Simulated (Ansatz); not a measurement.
**What each level of theory costs: a 3×3×3 supercell of W (Im-3m), atoms displaced at random by about 0.04 Å along each cell vector, on 1 × H100**

All times were clocked for whole runs of Ansatz 0.2.0, start-up included, one run at a time with no other job on the machine: a node with eight NVIDIA H100 80GB cards and 96 AMD EPYC 7R13 cores. Times and memory are rounded to two significant figures, and ratios are formed from the unrounded values. A row is a single run, so small differences between rows aren't established. System services beside the runs took up to 2 cores (rounded up). Runs with a thread on every core shared the cores with them. Precision is the program's default, which can work at lower precision in parts of a run. Card memory is the largest of readings taken every 0.4 s, so short peaks can be missed, and it isn't given for runs under about 3 s. It shows what a run took, which needn't be the least that it can run in: the program holds more work at once where threads and free memory allow.

The first rung is PBE.

Commands are shown without the flags for output files and display.

The folder soft_1 holds one of the program's own sets of PAW files, generated with PBE and used with every functional where the input names it.

| Property | Result |
| --- | --- |
| atoms | 27 |
| valence electrons | 378 |
| cell volume | 430.2 Å³ |
| cutoff (chosen by the program) | 420 eV |
| k mesh | 5×5×5 |
| k points solved | 63 |
| symmetry operations used (translations within a supercell counted) | 1 |
| plane waves at Γ | 8391 |
| dense FFT grid | 60×60×60 |
| bands at the start | 227 |
| spin | none |
| first density | superposed atoms |

Input:

```yaml
crystal:
  lattice:
    - [-4.755474, 4.755474, 4.755474]
    - [4.755474, -4.755474, 4.755474]
    - [4.755474, 4.755474, -4.755474]
  atoms:
    - { symbol: W, position: [0.000460, 0.006070, -0.004523] }
    - { symbol: W, position: [0.004819, -0.001259, 0.332063] }
    - { symbol: W, position: [0.009226, 0.000765, 0.666458] }
    # ... 23 more atoms, left out here ...
    - { symbol: W, position: [0.665809, 0.662398, 0.676663] }
kpoints:
  mp_grid: { grid: [5, 5, 5] }
hamiltonian:
  xc: pbe
  pseudopotentials: { azcp: { folder: soft_1 } }
scf:
  occupations: { method: fermi_dirac, width: 0.1 }
output: { forces: true, stress: true }
```

Command for every rung:

```bash
ansatz run input.yaml --backend cuda --devices 1
```

Lines that stand in the other rungs' inputs in place of, or beside, those above:

```yaml
# r2SCAN
hamiltonian:
  xc: r2scan
# PBE with spin-orbit coupling
hamiltonian:
  pseudopotentials: { kind: paw_fr, azcp: { folder: soft_1 } }
magnetization: { noncollinear: true, spin_orbit: true }
output: { eigenvalues: true }
# HSE06
hamiltonian:
  xc: hse06
```

```csv
level,wall time,against PBE,SCF clock,outside it,SCF clock against PBE,outputs asked,electrons in bands,bands at the start,cutoff (eV),dense FFT grid,XC grid (× dense grid),k points,SCF iterations,residual at close (eV),eigensolver,threads,host memory (GiB),fullest card (GiB),remarks
PBE,4.7 s,1.0,2.8 s,1.9 s,1.0,"forces, stress",378,227,420,60×60×60,8,63,7,3e-7,band CG,48,1.6,32,
PBE with spin-orbit coupling,13 s,2.7,11 s,2.1 s,3.9,eigenvalues,378,454,420,60×60×60,1,63,10,2e-9,band CG,48,2.4,63,card 63 of 80 GiB; slots 32→26
HSE06,2.6 min,33,2.5 min,5.3 s,53,"forces, stress",378,227,420,60×60×60,8,63,29,,Davidson,96,25,79,card 79 of 80 GiB; band table 18 s; slots 63→56; exchange in blocks; SCF threshold loose for stress (1e-7 against 1.6e-9 eV); exchange threshold loose for stress (1e-6 against 1.6e-7 eV); exchange on 30×30×30 points
```

The SCF clock is the program's own. It runs from the start of the first SCF loop to the final result and holds forces, stress, later SCFs and response steps. Outside it lie start-up, exit and the set-up ahead of the first loop, which depends on the cell and the method.

On cards the PAW terms of the exact-exchange stress are formed on the host, whole or in part, so cards needn't shorten that step. SCF iterations are those that the program logged, summed over all steps and exchange cycles of a run; an SCF made in search of a lower state can go uncounted. A hybrid's count includes the PBE SCF that it starts from.

«slots a→b»: to fit the memory the program cut the eigensolver solves (one k point and spin each) that it holds at once from a to b, which trades time for memory. «exchange in blocks»: the log tells that exchange, stress or band table worked on blocks of the density matrices or on some k points at a time. «SCF threshold loose for stress (a against b)»: the program warns that its threshold a on the density residual is looser than the b that it advises where a stress is wanted. The warning is on the threshold set and not on the residual reached, which can lie below it; a run set to the advised value can need more iterations. «exchange threshold loose for stress (a against b)»: the same warning for the energy threshold of a hybrid's exchange loop, again on the value set and not on the value reached. «exchange on a×b×c points»: exact exchange forms its pair densities on this grid and not on the dense one, without the augmentation charges, which are treated apart. «band table a s»: behind the SCF the program solved its bands further for a band table, asked for or not, which took a s of the SCF clock (told where that is 5 % of it or more). «card a of b GiB» or «host a of b GiB»: the run took three quarters or more of a card's memory (or the program reckoned to fill 85 % of what was free), or 60 % or more of the host memory that it had. The program fits its work to the free memory, so such a run may be limited by memory even where its log doesn't say so. Rows whose remarks tell of memory aren't like for like with rows without. Of long logs only the start and the end were kept, so a limit that memory set in between can be missed.

The rungs don't all ask for the same outputs, so their times differ by more than the level of theory.

The program sets the grid for exchange-correlation by functional and task; the column gives its points per point of the dense FFT grid (LAPW has grids of its own).

The residual is the density residual (dr2) at which the first SCF closed; hybrids, which run several SCFs, have none listed. The eigensolver is the one reported for the main SCF.

At its default thresholds the program warns of the stress for hybrids alone, so a rung without the warning needn't be the more tightly converged one. The first rung closed at 3e-7 eV, above the 2.7e-9 eV that the program advises for its stress (1e-10 eV an atom; for hybrids it counts 16 atoms at most).

The PAW files were made with PBE; for other functionals the program regenerates the frozen cores at set-up.

The stress takes 52 s of the 2.6 min of HSE06.

Of the first rung's 4.7 s, 1.9 s lies outside the SCF clock, so ratios of wall times differ from those of the clocked work; both are given.

**Question.** How long does r2SCAN take on 1 × H100?

**Answer.** 7.2 s, 1.5 times the first rung, at a cutoff of 500 eV, in 9 SCF iterations against 7; peak host memory 1.8 GiB, 34 GiB on the fullest card. Of the wall time 4.8 s is on the SCF clock and 2.4 s outside. On the SCF clock alone it is 1.7 times the first rung (4.8 s against 2.8 s). Its dense FFT grid has 64×64×64 points, against 60×60×60 (1.2 times as many). Its exchange-correlation grid has 64 points per point of the dense FFT grid, against 8. Its first SCF closed at a density residual of 1e-7 eV, against 3e-7 eV.
